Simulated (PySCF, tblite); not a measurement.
**C10H9FO: geometry, infrared bands and NMR shifts**

Aim: predict the infrared bands and NMR shifts of C10H9FO (`O=C(F)[C@@H]1C[C@@H]1c1ccccc1`).

Programs: tblite 0.8.0 and PySCF 2.14.0, with density-fitted response routines of our own. Each step states its level of theory. These are calculated values for one molecule in the gas phase, unless marked as measured. Atoms count from 0, in the outputs and in this text.

### Step 1. The molecule as given

21 atoms, charge 0, multiplicity 1; geometry from: force field or distance geometry start.

Bonds of the start (Å): O0–C1 1.19, C1–F2 1.38, C1–C3 1.46, C3–C4 1.51, C4–C5 1.50, C5–C6 1.47, C6–C7 1.36, C7–C8 1.40, C8–C9 1.38, C9–C10 1.38, C10–C11 1.37, C5–C3 1.51, C11–C6 1.39, C3–H12 1.14, C4–H13 1.11, C4–H14 1.11, C5–H15 1.13, C7–H16 1.07, C8–H17 1.09, C9–H18 1.06, C10–H19 1.08, C11–H20 1.09.

### Step 2. Optimising the geometry with GFN2-xTB

Job settings and geometry (Å):

```
{"job": {"kind": "relax", "xc": "GFN2-xTB", "basis": "xTB"}, "charge": 0, "multiplicity": 1}
O      0.995800    -0.301700    -2.154600
C      2.000900    -0.042900    -1.571200
F      3.018100     0.517400    -2.323800
C      2.301600    -0.260800    -0.160300
C      1.758800    -1.395600     0.671900
C      1.192400    -0.011500     0.839100
C     -0.213100     0.126600     0.445500
C     -0.957000    -0.796500    -0.220800
C     -2.294700    -0.542800    -0.547500
C     -2.915400     0.643900    -0.201900
C     -2.162500     1.577600     0.471900
C     -0.852100     1.307700     0.787000
H      3.323600     0.048100     0.228200
H      1.234000    -2.146700     0.050800
H      2.320100    -1.740100     1.563200
H      1.514200     0.642800     1.707500
H     -0.593300    -1.757700    -0.530200
H     -2.861700    -1.301500    -1.083100
H     -3.930400     0.831800    -0.454200
H     -2.579500     2.529000     0.775300
H     -0.308800     2.089800     1.325600
```

Command:

```sh
$ OMP_NUM_THREADS=1 python probes_run.py task.json out
```

The driver reads the jobs from task.json and runs them one after another.

**Question.** This job is followed by: GFN2-xTB harmonic vibrations, gas phase; GIAO PBE0/pcSseg-1 NMR shielding, non-relativistic, gas phase. Predict these results of the whole session: strongest single infrared mode (GFN2-xTB); zero-point energy (GFN2-xTB); 13C shifts against TMS (PBE0/pcSseg-1, means over atoms taken as alike); 1H shifts against TMS (PBE0/pcSseg-1, means over atoms taken as alike); 17O shifts against H2O (PBE0/pcSseg-1); 19F shifts against CFCl3 (PBE0/pcSseg-1); surface potential, 1st and 99th percentile.

The runs gave:

| quantity | value |
| --- | --- |
| strongest single infrared mode (GFN2-xTB) | 1845 cm⁻¹, 352 km/mol |
| zero-point energy (GFN2-xTB) | 100.6 kcal/mol |
| 13C shifts against TMS (PBE0/pcSseg-1, means over atoms taken as alike) | 170.1, 137.1, 135.2, 133.4, 133.3, 34.0, 23.3, 17.3 ppm |
| 1H shifts against TMS (PBE0/pcSseg-1, means over atoms taken as alike) | 7.65, 7.63, 7.58, 2.90, 2.09, 1.79, 1.61 ppm |
| 17O shifts against H2O (PBE0/pcSseg-1) | 432.7 ppm |
| 19F shifts against CFCl3 (PBE0/pcSseg-1) | 68.5 ppm |
| surface potential, 1st and 99th percentile | -1.53 V and 1.24 V |

In words: Over 87 steps the energy fell by 0.557 eV; of the close pairs, C3–H12 changed most, 1.136 to 1.082 Å. No mode is imaginary among the 57: a minimum at this level. The strongest single mode, at 1845 cm⁻¹, moves mainly C1 and O0. GFN2-xTB is a fitted tight-binding method: band positions and strengths are rough. Its intensities can rank the bands wrongly. At PBE0/pcSseg-1: Shielding is most anisotropic at O0 (span 628 ppm, paramagnetic term -501 ppm). NICS(1)zz of -29 ppm above the planar ring from C6 marks a diatropic (aromatic) ring current. By nearest atom (PBE0/pcSseg-1), the HOMO sits on C6, C9 about 24 % each; C7, C11 about 8 % each and the LUMO on C1 23 %; O0 13 %.
